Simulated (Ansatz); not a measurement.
**C2H5BrMg: a ladder of functionals and wavefunction methods**

One table from this session's results is given with a row withheld; the runs are named, their logs left out.

Program: Ansatz 0.2.0, Gaussian basis. Level of theory: functionals in def2-TZVPP, the program's frozen cores in correlated methods. These are calculated values, not measurements.

Plan: LDA (SPW92), PBE-D4, revPBE-D4, BLYP-D4, r2SCAN-D4, B97M-V, PBE0-D4, B3LYP-D4, r2SCANh-D4, r2SCAN0-D4, HSE06-D4, BHLYP-D4, CAM-B3LYP-D4, LC-ωPBE, ωB97X-V, ωB97M-V, B2PLYP, PBE-QIDH; CCSD(T)/def2-SVP; CCSD(T)/def2-TZVPP; MP2/def2-QZVPP; extrapolation to the limit; RPA on PBE.

### The relaxed structure

An earlier PBE0-D4 in a triple-zeta def2 set relaxation fixed the geometry.

SMILES `C[CH2][Mg][Br]`, 9 atoms, charge 0, spin multiplicity 1.

Atoms are counted from 1 here; the program's logs count them from 0.

Bond lengths: C1–C2 1.530 Å, C1–H5 1.094 Å, C1–H6 1.096 Å, C1–H7 1.094 Å, C2–Mg3 2.086 Å, C2–H8 1.097 Å, C2–H9 1.097 Å, Mg3–Br4 2.348 Å. Angles: C2–C1–H5 112.1°, C2–C1–H6 112.1°, C2–C1–H7 112.1°, H5–C1–H6 106.7°, H5–C1–H7 106.7°, H6–C1–H7 106.7°, C1–C2–Mg3 116.2°, C1–C2–H8 109.9°, C1–C2–H9 109.9°, Mg3–C2–H8 107.5°, Mg3–C2–H9 107.6°, H8–C2–H9 105.1°, C2–Mg3–Br4 179.8°.

Set-up of the first run:

Input file in.yaml:

```yaml
crystal:
  periodic: [false, false, false]
  atoms:
    - {symbol: C, position_ang: [-0.502630, 0.995680, 0.503842]}
    - {symbol: C, position_ang: [0.356636, -0.269909, 0.508347]}
    - {symbol: Mg, position_ang: [0.470746, -1.312191, -1.294770]}
    - {symbol: Br, position_ang: [0.594612, -2.478252, -3.329320]}
    - {symbol: H, position_ang: [-1.544648, 0.784988, 0.245729]}
    - {symbol: H, position_ang: [-0.514864, 1.490344, 1.482120]}
    - {symbol: H, position_ang: [-0.142775, 1.735476, -0.217306]}
    - {symbol: H, position_ang: [1.381231, -0.024823, 0.813233]}
    - {symbol: H, position_ang: [-0.009807, -0.967612, 1.271026]}
basis:
  gaussian: {orbitals: def2-TZVPP}
hamiltonian: {xc: lda}
output: {orbitals: {seedname: orbitals}}
```

Steps of the session up to this table: LDA; PBE-D4 (GGA); revPBE-D4 (GGA); BLYP-D4 (GGA); r2SCAN-D4 (meta-GGA); B97M-V (meta-GGA); PBE0-D4 (hybrid); B3LYP-D4 (hybrid); r2SCANh-D4 (hybrid); r2SCAN0-D4 (hybrid); HSE06-D4 (hybrid); BHLYP-D4 (hybrid); CAM-B3LYP-D4 (range-separated); LC-ωPBE-D4 (range-separated; the results give it without D4); ωB97X-V (range-separated); ωB97M-V (range-separated); B2PLYP (double hybrid); PBE-QIDH (double hybrid).

One of the session's tables, all rows but one given; the rest of the session is left out.

It belongs to the step «Orbital energies across the functionals». 

| functional | HOMO (eV) | gap (eV) |
| --- | --- | --- |
| LDA (SPW92) | -6.01 | 3.99 |
| PBE-D4 | -5.84 | 4.05 |
| revPBE-D4 | -5.76 | 4.08 |
| BLYP-D4 | -5.73 | 3.98 |
| r2SCAN-D4 | -5.99 | 4.60 |
| B97M-V | -6.08 | 4.33 |
| PBE0-D4 | -6.97 | 5.86 |
| B3LYP-D4 | ? | ? |
| r2SCANh-D4 | -6.42 | 5.24 |
| r2SCAN0-D4 | -7.08 | 6.20 |
| HSE06-D4 | -6.58 | 5.11 |
| BHLYP-D4 | -8.04 | 7.50 |
| CAM-B3LYP-D4 | -8.32 | 7.95 |
| LC-ωPBE | -9.62 | 10.31 |
| ωB97X-V | -9.28 | 9.82 |
| ωB97M-V | -9.17 | 9.32 |

Q: Estimate the row for B3LYP-D4 from the others.

Worked estimate for «HOMO (eV)». Against the share of exact exchange, BLYP-D4 (0, -5.73), BHLYP-D4 (0.5, -8.04) give a slope of -4.62 per unit share; at 0.2 the line stands at -6.65.

The run gave: HOMO (eV): -6.79; gap (eV): 5.42. In «HOMO (eV)» the line misses by +0.14.
